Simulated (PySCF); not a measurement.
# A diatomic session: KCl−

The task here is to estimate one member of a computed series from the others.

Program: PySCF 2.14.0. Level of theory: K def2-SVPD, Cl def2-SVPD, no relativity. These are calculated values, not measurements.

2 further runs of the same task are left out: 2 set aside as unsound or not needed.

The first run:

The job is set up so:

| Quantity | Value |
| --- | --- |
| atoms | K, Cl |
| charge | -1 |
| basis | K def2-SVPD, Cl def2-SVPD |
| Hamiltonian | no relativity |
| basis functions | 54 |
| electrons treated | 37 |
| masses in u | 38.9637, 34.9689 |
| levels | PBE0, PBE, r²SCAN, TPSS, LDA, r²SCAN0, HF, MP2, SCS-MP2, CCSD, CCSD(T) |
| grid | 80 radial by 434 angular points |
| occupations | held fixed by the projection of orbital angular momentum |
| dissociation limit | K + Cl−, each in its ground configuration |
| starting distance in angstrom | 3.015 |
| values of 2S to try | 1, 3 |

The run is started by

```sh
$ OMP_NUM_THREADS=1 python dia.py task.json out
```

Among the steps run: Set-up; PBE0 along the bond; PBE (GGA); r²SCAN; TPSS (meta-GGA); LDA; r²SCAN0 (hybrid meta-GGA); UHF (mean field); Adding correlation.

One of the session's tables, all rows but one given; the rest of the session is left out.

It belongs to the step «Constants by level of theory». Differences from CCSD(T) in the same basis:

```
      level  Re (mÅ)  ωe (%)
        UHF       +9    +0.8
    UHF-MP2       -6    +0.7
UHF-SCS-MP2        ?       ?
   UHF-CCSD       -3    +0.5
        LDA     -112    +9.7
        PBE      -36    -0.1
       TPSS      -42    +1.4
     r²SCAN      -40    +3.6
       PBE0      -52    +3.4
    r²SCAN0      -48    +4.9
```

Q: Estimate the row for UHF-SCS-MP2 from the others.

The run gave: Re (mÅ): 0; ωe (%): +0.2. In the column «Re (mÅ)» it lies between UHF-CCSD (-3) and UHF (+9).

Caveats from the session: At some levels the lowest empty orbital lies below the highest filled one (the two can be of opposite spin).
